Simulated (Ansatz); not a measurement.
**Ga2NH (singlet): the correlation ladder at a displaced geometry (v2), cc-pVDZ**

The task here is to estimate one member of a computed series from the others.

Computed with Ansatz 0.2.0, Gaussian basis. Level: cc-pVDZ, core rule «outside noble gas», up to 29 orbitals frozen.

The runs, in order: UHF; CCSD(T) on RHF; BCCD(T) on RHF; CISD; CCSDT(Q) on RHF; CASSCF and MRCISD+Q, 8 electrons in 8 orbitals; CASSCF and NEVPT2, 8 electrons in 8 orbitals.

15 further runs of the same task are left out: 5 that didn't finish, 10 set aside as unsound or not needed. Runs told in other sessions of the task aren't counted.

**The system**

The geometry is a PBE0/def2-TZVP stationary point (not a proven minimum) with its atoms shifted at random (size 0.100 Å). No spin-orbit coupling is included. The filled d shell of Ga may be among the frozen orbitals whatever the setting's name suggests.

4 atoms, charge 0, spin multiplicity 1.

Atoms are counted from 1 here; the program's logs count them from 0.

Bond lengths: Ga1–N2 1.854 Å, N2–Ga3 1.677 Å, Ga3–H4 1.550 Å. Angles: Ga1–N2–Ga3 172.2°, N2–Ga3–H4 179.0°.

Coordinates:

```
atom    x (Å)    y (Å)    z (Å)
 Ga1   0.0646   0.0237  -2.6093
  N2  -0.1003   0.0321  -0.7624
 Ga3  -0.0237  -0.0003   0.9124
  H4   0.0594  -0.0556   2.4594
```

Set-up of the first run:

Input file in.yaml:

```yaml
crystal:
  periodic: [false, false, false]
  atoms:
    - {symbol: Ga, position_ang: [0.064568, 0.023749, -2.609334]}
    - {symbol: N, position_ang: [-0.100306, 0.032123, -0.762440]}
    - {symbol: Ga, position_ang: [-0.023685, -0.000301, 0.912380]}
    - {symbol: H, position_ang: [0.059423, -0.055571, 2.459394]}
basis:
  gaussian: {orbitals: cc-pVDZ}
magnetization: {spin_polarized: true, initial_magnetization: 0}
hamiltonian: {xc: hf}
output: {orbitals: {seedname: orbitals}}
```

Run with:

```sh
$ ansatz run in.yaml --threads 1 --pin off --events-out ev --progress --plain --max-ram 2393MiB
```

Steps of the session up to this table: UHF; CCSD(T) on RHF; BCCD(T) on RHF; CISD; CCSDT(Q) on RHF; CASSCF and MRCISD+Q, 8 electrons in 8 orbitals; CASSCF and NEVPT2, 8 electrons in 8 orbitals.

One of the session's tables, all rows but one given; the rest of the session is left out.

| method | from RCCSDT(Q) (meV) |
| --- | --- |
| RHF | +8585.1 |
| RMP2 | +788.8 |
| RCCSD | ? |
| RCCSD(T) | +69.1 |
| BCCD(T) | +63.5 |
| RCCSDT | +55.1 |
| RCCSDT(Q) | 0 |
| CASSCF frontier | +4787.6 |
| MRCISD frontier | +492.1 |
| MRCISD+Q frontier | +79.4 |

Q: Estimate the row for RCCSD from the others.

As computed: from RCCSDT(Q) (meV): +477.7. In the column «from RCCSDT(Q) (meV)» it lies between MRCISD+Q frontier (+79.4) and MRCISD frontier (+492.1).

Not comparable, so not listed: CISD; CASSCF and NEVPT2, 8 electrons in 8 orbitals (they don't share determinant, frozen orbitals or solution with the rows shown, or repeat one).

To keep in mind: Warnings in the runs' records: passed over end.
